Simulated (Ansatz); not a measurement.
# ClGeH2S+ (SMILES [SH][GeH+][Cl]): single points off equilibrium

How do the functionals fare away from a minimum? The structure is a structure displaced at random from a GFN2-xTB minimum.

Computed with Ansatz 0.2.0, Gaussian basis. Level: single points in def2-TZVPP.

Cores are frozen in the correlated methods. Filled d shells of the heavier atoms are correlated. B3LYP uses VWN-RPA correlation.

### Step 1. The system as given

SMILES `[SH][GeH+][Cl]`, 5 atoms, charge 1, spin multiplicity 1.

Atoms are counted from 1 here; the program's logs count them from 0.

Bond lengths: S1–Ge2 2.137 Å, S1–H4 1.639 Å, Ge2–Cl3 1.874 Å, Ge2–H5 1.535 Å. Angles: Ge2–S1–H4 101.4°, S1–Ge2–Cl3 119.7°, S1–Ge2–H5 127.7°, Cl3–Ge2–H5 112.5°.

As a file:

```xyz
5
charge 1, multiplicity 1
S    -1.47900   -0.56720   -0.60510
Ge    0.48580   -0.19730    0.15080
Cl    1.52820   -1.62880    0.76550
H    -2.03680    0.95890   -0.82200
H     1.16780    1.16070    0.36810
```

### Step 2. CCSD(T)/def2-TZVPP

run/in.yaml reads:

```yaml
crystal:
  periodic: [false, false, false]
  atoms:
    - {symbol: S, position_ang: [-1.479000, -0.567200, -0.605100]}
    - {symbol: Ge, position_ang: [0.485800, -0.197300, 0.150800]}
    - {symbol: Cl, position_ang: [1.528200, -1.628800, 0.765500]}
    - {symbol: H, position_ang: [-2.036800, 0.958900, -0.822000]}
    - {symbol: H, position_ang: [1.167800, 1.160700, 0.368100]}
basis:
  gaussian: {orbitals: def2-TZVPP}
total_charge: 1
correlation: {method: ccsd_t}
output: {forces: true}
```

No record of the launch command was kept for these runs.

### Step 3. PBE0-D4/def2-TZVPP

run/in.yaml, as its differences from that of step 2:

```diff
@@ -11,3 +11,3 @@
 total_charge: 1
-correlation: {method: ccsd_t}
-output: {forces: true}
+hamiltonian: {xc: pbe0, dispersion: d4}
+output: {forces: true, orbitals: {seedname: orbitals}}
```

### Step 4. wB97M-V/def2-TZVPP

run/in.yaml, as its differences from that of step 3:

```diff
@@ -11,3 +11,3 @@
 total_charge: 1
-hamiltonian: {xc: pbe0, dispersion: d4}
-output: {forces: true, orbitals: {seedname: orbitals}}
+hamiltonian: {xc: {name: wB97M-V}}
+output: {forces: true}
```

### Step 5. r2SCAN-D4/def2-TZVPP

run/in.yaml, as its differences from that of step 4:

```diff
@@ -11,3 +11,3 @@
 total_charge: 1
-hamiltonian: {xc: {name: wB97M-V}}
+hamiltonian: {xc: r2scan, dispersion: d4}
 output: {forces: true}
```

### Step 6. PBE-D4/def2-TZVPP

run/in.yaml, as its differences from that of step 5:

```diff
@@ -11,3 +11,3 @@
 total_charge: 1
-hamiltonian: {xc: r2scan, dispersion: d4}
+hamiltonian: {xc: pbe, dispersion: d4}
 output: {forces: true}
```

### Step 7. wB97X-V/def2-TZVPP

run/in.yaml, as its differences from that of step 6:

```diff
@@ -11,3 +11,3 @@
 total_charge: 1
-hamiltonian: {xc: pbe, dispersion: d4}
+hamiltonian: {xc: {name: wB97X-V}}
 output: {forces: true}
```

### Step 8. B3LYP-D4/def2-TZVPP

run/in.yaml, as its differences from that of step 7:

```diff
@@ -11,3 +11,3 @@
 total_charge: 1
-hamiltonian: {xc: {name: wB97X-V}}
+hamiltonian: {xc: {name: B3LYP}, dispersion: d4}
 output: {forces: true}
```

(Steps that only read results are left out.)

**Question.** What will these runs give? Wanted: energy less free atoms, CCSD(T)/def2-TZVPP; RMS force component; RMS force error; HOMO and LUMO, PBE0-D4; T1 diagnostic.

The runs gave:

| quantity | value |
| --- | --- |
| energy less free atoms, CCSD(T)/def2-TZVPP | -3.955 eV |
| RMS force component | 2.715 to 2.819 eV/Å over the methods |
| RMS force error | PBE0-D4 0.125, wB97M-V 0.094, r2SCAN-D4 0.114, PBE-D4 0.151, wB97X-V 0.167, B3LYP-D4 0.070 eV/Å |
| HOMO and LUMO, PBE0-D4 | -13.95 and -8.17 eV |
| T1 diagnostic | 0.014 |

In words: Against CCSD(T) the functionals' energies less atoms differ by -0.691 to -0.080 eV, PBE-D4 by -0.691 eV. A larger basis would deepen the CCSD(T) value, while the functionals are nearly converged already, so the order here is not reliable. On forces the order runs from B3LYP-D4 to wB97X-V. Frozen-core CCSD(T) forces in triple zeta carry basis errors of their own, and this is one geometry, so small gaps rank nothing.
